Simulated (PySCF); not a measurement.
# C5H8AlBO: the cost of one run

Computed with PySCF 2.14.0 and routines of our own; the level stands in each step. Atoms count from 0.

## 1. The system as given

16 atoms, charge 0, multiplicity 1; geometry from: GFN2-xTB.

## 2. Magnetic properties: GIAO BHandHLYP/pcSseg-1

Job settings and geometry (Å):

```
{"job": {"kind": "mag", "xc": "BHandHLYP", "basis": "pcSseg-1", "isotopologues": 2}, "charge": 0, "multiplicity": 1}
B      3.878717    -1.977444     0.677384
O      3.017486    -1.636005    -0.279125
Al     1.924354    -1.222199    -1.469918
C      0.330170    -0.198709    -1.083820
C     -0.676648     0.439042    -0.848192
C     -1.869729     1.206512    -0.537304
C     -1.953286     1.475812     0.938008
C     -2.980132     1.137040     1.692952
H      3.551910    -2.750216     1.505690
H      4.957716    -1.502677     0.686866
H      2.327766    -1.734316    -2.850997
H     -1.821880     2.157569    -1.080817
H     -2.754324     0.658908    -0.874931
H     -1.090437     1.971021     1.363704
H     -3.003751     1.347552     2.748555
H     -3.845531     0.637053     1.287996
```

Method: GIAO BHandHLYP/pcSseg-1 magnetisability, rotational g tensor and spin-rotation constants, non-relativistic, gas phase.

Run with:

```sh
$ OMP_NUM_THREADS=1 python excited_run.py task.json out
```

This one command runs all jobs of the session in turn.

**Question.** How long does this first job take on 1 thread of Arm Neoverse V1, shared host, and how much memory does it need?

About 38 s, with a peak of 0.81 GiB.
